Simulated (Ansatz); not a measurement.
# LaTiGe (P4/nmm): the equilibrium volume

Aim: the volume at which the pressure of LaTiGe (P4/nmm) vanishes.

Computed with Ansatz 0.2.0 (DFT PBEsol, scalar-relativistic, plane waves, PAW, unless a step's input says otherwise).

1 further run of the same task is left out (set aside as unsound or not needed). Runs told in other sessions of the task aren't counted.

**1. The system as given**

Symmetry: P4/nmm, No. 129, tetragonal system. Conventional cell: a = 4.079 Å, b = 4.079 Å, c = 7.816 Å, α = 90.00°, β = 90.00°, γ = 90.00°. Around La (site symmetry 4mm) lie 5 Ge at 3.01 to 3.25 Å and 4 Ti at 3.39 Å. Ti (site symmetry -4m2) has 4 Ge at 2.76 Å and 4 Ti at 2.88 Å in its first shell of neighbours. Ge (site symmetry 4mm) has 4 Ti at 2.76 Å and 4 La at 3.01 Å in its first shell of neighbours.

As a file:

```
La Ti Ge
1.0
     4.07874    0.00000    0.00000
     0.00000    4.07874    0.00000
     0.00000    0.00000    7.81618
La Ti Ge
2 2 2
Direct
  0.50000 0.00000 0.65291
  0.00000 0.50000 0.34709
  0.00000 0.00000 0.00000
  0.50000 0.50000 0.00000
  0.50000 0.00000 0.23723
  0.00000 0.50000 0.76277
```

The moments start at Ti -0.48 μB.

**2. At the starting volume (PBEsol, 4×4×4 mesh)**

Contents of input.yaml:

```yaml
crystal:
  lattice:
    - [4.0787433612, 0.0, 0.0]
    - [0.0, 4.0787433612, 0.0]
    - [0.0, 0.0, 7.8161838068]
  atoms:
    - { symbol: La, position: [0.5, 0.0, 0.6529071941] }
    - { symbol: La, position: [0.0, 0.5, 0.3470928059] }
    - { symbol: Ti, position: [0.0, 0.0, 0.0], spin: -0.48 }
    - { symbol: Ti, position: [0.5, 0.5, 0.0], spin: -0.48 }
    - { symbol: Ge, position: [0.5, 0.0, 0.2372335163] }
    - { symbol: Ge, position: [0.0, 0.5, 0.7627664837] }
basis:
  ecutwfc: 420
kpoints:
  mp_grid: { grid: [4, 4, 4] }
hamiltonian:
  xc: pbesol
scf:
  occupations: { method: gaussian, width: 0.1 }
  lower_state_search: "off"
output:
  forces: true
  stress: true
  eigenvalues: true
  populations: true
magnetization:
  spin_polarized: true
```

On the command line:

```sh
ansatz run input.yaml --threads 8 --pin off --max-ram 14336MiB --backend cpu --events-out ev --progress --plain --runs-dir out
```

After this run come: Full relaxation (PBEsol, 6×6×4 mesh); Full relaxation.

What does the calculation give? Wanted: volume; pressure; conventional cell; gap on the mesh.

**Answer**, as computed:

```
         quantity                                                                      value
           volume                                                             22.261 Å³/atom
         pressure                                                                   0.01 GPa
conventional cell  a = 4.129 Å, b = 4.129 Å, c = 7.836 Å, α = 90.00°, β = 90.00°, γ = 90.00°
  gap on the mesh                                                               none (metal)
```

**Reading.** From the first run shown, the volume went from 21.67 to 22.26 Å³/atom (+2.7 %) in 3 runs, where the pressure is zero within 0.01 GPa.
